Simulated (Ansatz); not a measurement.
# C₄H₁₁GaSi: ionisation energy by level of theory

How much energy removes an electron from C₄H₁₁GaSi at fixed geometry? The cation is run at each level and the neutral's energy taken from earlier runs.

Computed with Ansatz 0.2.0, Gaussian basis. Level: unrestricted cation, the program's frozen cores in correlated methods.

Levels to be run: UKS PBE-D4/def2-TZVPP; UKS r2SCAN-D4/def2-TZVPP; UKS PBE0-D4/def2-TZVPP; UKS B3LYP-D4/def2-TZVPP; UKS wB97X-V/def2-TZVPP; UKS wB97M-V/def2-TZVPP; UKS B2PLYP/def2-TZVPP; UHF-CCSD(T)/def2-TZVPP; UHF-MP2/def2-QZVPP; extrapolation to the limit; then −ε(HOMO) from the neutral's earlier runs with LDA (SPW92), PBE-D4, revPBE-D4, BLYP-D4, r2SCAN-D4, B97M-V, PBE0-D4, B3LYP-D4, r2SCANh-D4, r2SCAN0-D4, HSE06-D4, BHLYP-D4, CAM-B3LYP-D4, LC-ωPBE, ωB97X-V, ωB97M-V.

### 1 The relaxed structure

The geometry comes from an earlier relaxation with PBE0-D4 in a triple-zeta def2 set; it is a stationary point, not always the lowest conformer.

17 atoms, charge 0, spin multiplicity 1.

Atoms are counted from 1 here; the program's logs count them from 0.

Bond lengths: C1–C2 1.337 Å, C1–H7 1.091 Å, C1–H8 1.086 Å, C2–Ga3 1.964 Å, C2–C4 1.495 Å, Ga3–H9 1.571 Å, Ga3–H10 1.571 Å, C4–Si5 1.887 Å, C4–H11 1.095 Å, C4–H12 1.097 Å, Si5–C6 1.867 Å, Si5–H13 1.495 Å, Si5–H14 1.491 Å, C6–H15 1.093 Å, C6–H16 1.092 Å, C6–H17 1.092 Å. Angles: C2–C1–H7 122.1°, C2–C1–H8 121.9°, H7–C1–H8 116.0°, C1–C2–Ga3 117.0°, C1–C2–C4 122.3°, Ga3–C2–C4 120.7°, C2–Ga3–H9 120.7°, C2–Ga3–H10 117.6°, H9–Ga3–H10 121.6°, C2–C4–Si5 108.8°, C2–C4–H11 111.7°, C2–C4–H12 112.1°, Si5–C4–H11 107.4°, Si5–C4–H12 109.0°, H11–C4–H12 107.7°, C4–Si5–C6 111.2°, C4–Si5–H13 107.2°, C4–Si5–H14 110.3° and more.

### 2 Cation, UKS PBE-D4/def2-TZVPP

in.yaml reads:

```yaml
crystal:
  periodic: [false, false, false]
  atoms:
    - {symbol: C, position_ang: [-1.471295, -0.678193, 1.307065]}
    - {symbol: C, position_ang: [-0.186595, -0.785587, 0.950908]}
    - {symbol: Ga, position_ang: [1.155920, -0.364077, 2.320465]}
    - {symbol: C, position_ang: [0.229861, -1.173469, -0.431229]}
    - {symbol: Si, position_ang: [0.784679, 0.375345, -1.355343]}
    - {symbol: C, position_ang: [-0.655281, 1.518533, -1.682307]}
    - {symbol: H, position_ang: [-2.284249, -0.922834, 0.622337]}
    - {symbol: H, position_ang: [-1.766075, -0.347270, 2.298276]}
    - {symbol: H, position_ang: [2.671792, -0.708135, 2.091376]}
    - {symbol: H, position_ang: [0.650501, 0.271850, 3.664921]}
    - {symbol: H, position_ang: [1.075398, -1.869081, -0.419168]}
    - {symbol: H, position_ang: [-0.585479, -1.650277, -0.989518]}
    - {symbol: H, position_ang: [1.792825, 1.067187, -0.494660]}
    - {symbol: H, position_ang: [1.453618, 0.003113, -2.634434]}
    - {symbol: H, position_ang: [-1.379324, 1.047810, -2.351940]}
    - {symbol: H, position_ang: [-0.319766, 2.448116, -2.147282]}
    - {symbol: H, position_ang: [-1.166532, 1.766968, -0.749446]}
basis:
  gaussian: {orbitals: def2-TZVPP}
total_charge: 1
magnetization: {spin_polarized: true, initial_magnetization: 1}
hamiltonian: {xc: pbe, dispersion: d4}
```

Run with:

```bash
> ansatz run in.yaml --threads 2 --pin off --events-out ev --progress --plain --max-ram 22528MiB --backend cuda --devices 0, --max-vram 18GiB
```

Further steps of the session: Cation, UKS r2SCAN-D4/def2-TZVPP; Cation, UKS PBE0-D4/def2-TZVPP; Cation, UKS B3LYP-D4/def2-TZVPP; Cation, UKS wB97X-V/def2-TZVPP; Cation, UKS wB97M-V/def2-TZVPP; Cation, UKS B2PLYP (frozen core)/def2-TZVPP; Cation, UHF-CCSD(T)/def2-TZVPP; Cation, UHF-MP2/def2-QZVPP.

Before running them: what should the planned runs give, taken together? Wanted: ionisation energy, CCSD(T)/CBS; nearest functional by difference; nearest −ε(HOMO); −ε(HOMO) of PBE; T1 of the cation.

**Answer**, as computed:

| quantity | value |
| --- | --- |
| ionisation energy, CCSD(T)/CBS | 9.38 eV |
| nearest functional by difference | ωB97X-V (-0.25 eV) |
| nearest −ε(HOMO) | ωB97M-V (+0.03 eV) |
| −ε(HOMO) of PBE | 6.23 eV |
| T1 of the cation | 0.024 |

In words: Energy differences with functionals land within 0.44 eV of the reference. The PBE orbital energy is 3.2 eV too small: a semilocal HOMO is no ionisation energy. Among orbital estimates ωB97M-V comes nearest. Hartree-Fock falls 1.46 eV short, as the neutral has more correlation energy than the cation. The cation may have settled in a state other than its lowest; no search over hole states beyond the program's own was made. Correlated methods include outer-core shells of Ga, which these sets cover unevenly. With outer-core shells in play the reference is unsure by up to some tenths of an eV, so close misses can't be ranked.
